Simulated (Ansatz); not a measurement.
# H5NOSiSn: a ladder of functionals and wavefunction methods

The task here is to estimate one member of a computed series from the others.

The runs use Ansatz 0.2.0, Gaussian basis; functionals in def2-TZVPP, the program's frozen cores in correlated methods.

Levels to be run: PBE-D4, r2SCAN-D4, PBE0-D4, B3LYP-D4, ωB97X-V, ωB97M-V, B2PLYP; CCSD(T)/def2-TZVPP; MP2/def2-QZVPP; extrapolation to the limit.

## Structure used throughout

The geometry comes from an earlier relaxation with PBE0-D4 in a triple-zeta def2 set; it is a stationary point, not always the lowest conformer. Sn takes the def2 core potential; no spin-orbit term is included.

SMILES `[NH2][SnH]1[O][SiH2]1`, 9 atoms, charge 0, spin multiplicity 1.

Atoms are counted from 1 here; the program's logs count them from 0.

Bond lengths: N1–Sn2 2.008 Å, N1–H5 1.011 Å, N1–H6 1.010 Å, Sn2–O3 2.185 Å, Sn2–Si4 2.464 Å, Sn2–H7 1.708 Å, O3–Si4 1.606 Å, Si4–H8 1.486 Å, Si4–H9 1.487 Å. Angles: Sn2–N1–H5 115.7°, Sn2–N1–H6 116.1°, H5–N1–H6 109.3°, N1–Sn2–O3 109.4°, N1–Sn2–Si4 122.9°, N1–Sn2–H7 103.5°, O3–Sn2–Si4 39.9°, O3–Sn2–H7 104.0°, Si4–Sn2–H7 126.7°, Sn2–O3–Si4 79.5°, Sn2–Si4–O3 60.7°, Sn2–Si4–H8 120.3°, Sn2–Si4–H9 119.1°, O3–Si4–H8 120.1°, O3–Si4–H9 119.8°, H8–Si4–H9 109.6°.

As a file:

```xyz
9
H5NOSiSn
N    -0.72712    1.57262   -1.20211
Sn    0.38503   -0.05745   -0.82796
O     0.89207   -0.11984    1.29696
Si    0.04817   -1.47929    1.15648
H    -0.22938    2.45231   -1.20006
H    -1.57407    1.66705   -0.66030
H     1.87041    0.28617   -1.59813
H     0.73209   -2.79489    1.26049
H    -1.30878   -1.57288    1.75753
```

The first run:

The input, in.yaml:

```yaml
crystal:
  periodic: [false, false, false]
  atoms:
    - {symbol: N, position_ang: [-0.727124, 1.572618, -1.202112]}
    - {symbol: Sn, position_ang: [0.385027, -0.057453, -0.827961]}
    - {symbol: O, position_ang: [0.892068, -0.119843, 1.296957]}
    - {symbol: Si, position_ang: [0.048167, -1.479293, 1.156481]}
    - {symbol: H, position_ang: [-0.229381, 2.452311, -1.200065]}
    - {symbol: H, position_ang: [-1.574075, 1.667055, -0.660301]}
    - {symbol: H, position_ang: [1.870405, 0.286174, -1.598126]}
    - {symbol: H, position_ang: [0.732094, -2.794893, 1.260494]}
    - {symbol: H, position_ang: [-1.308782, -1.572875, 1.757533]}
basis:
  gaussian: {orbitals: def2-TZVPP}
hamiltonian: {xc: pbe, dispersion: d4}
output: {forces: true, orbitals: {seedname: orbitals}}
```

Started as:

```sh
$ ansatz run in.yaml --threads 4 --pin off --events-out ev --progress --plain --max-ram 10444MiB
```

Steps of the session up to this table: PBE-D4 (GGA); r2SCAN-D4 (meta-GGA); PBE0-D4 (hybrid); B3LYP-D4 (hybrid); ωB97X-V (range-separated); ωB97M-V (range-separated); B2PLYP (double hybrid); CCSD(T) in def2-TZVPP; MP2 in def2-QZVPP.

One table of the session follows, with a row left open; its other results are not shown here.

```
            method  atomisation energy (eV)
            PBE-D4                   28.790
         r2SCAN-D4                        ?
           PBE0-D4                   27.976
          B3LYP-D4                   28.315
           ωB97X-V                   28.616
           ωB97M-V                   28.398
            B2PLYP                   27.973
     HF/def2-TZVPP                   18.357
    MP2/def2-TZVPP                   27.817
   CCSD/def2-TZVPP                   26.918
CCSD(T)/def2-TZVPP                   27.521
           MP2/CBS                   28.966
       CCSD(T)/CBS                   28.670
```

Q: Estimate the row for r2SCAN-D4 from the others.

**Answer.** atomisation energy (eV): 28.361. In the column «atomisation energy (eV)» it lies between B3LYP-D4 (28.315) and ωB97M-V (28.398).
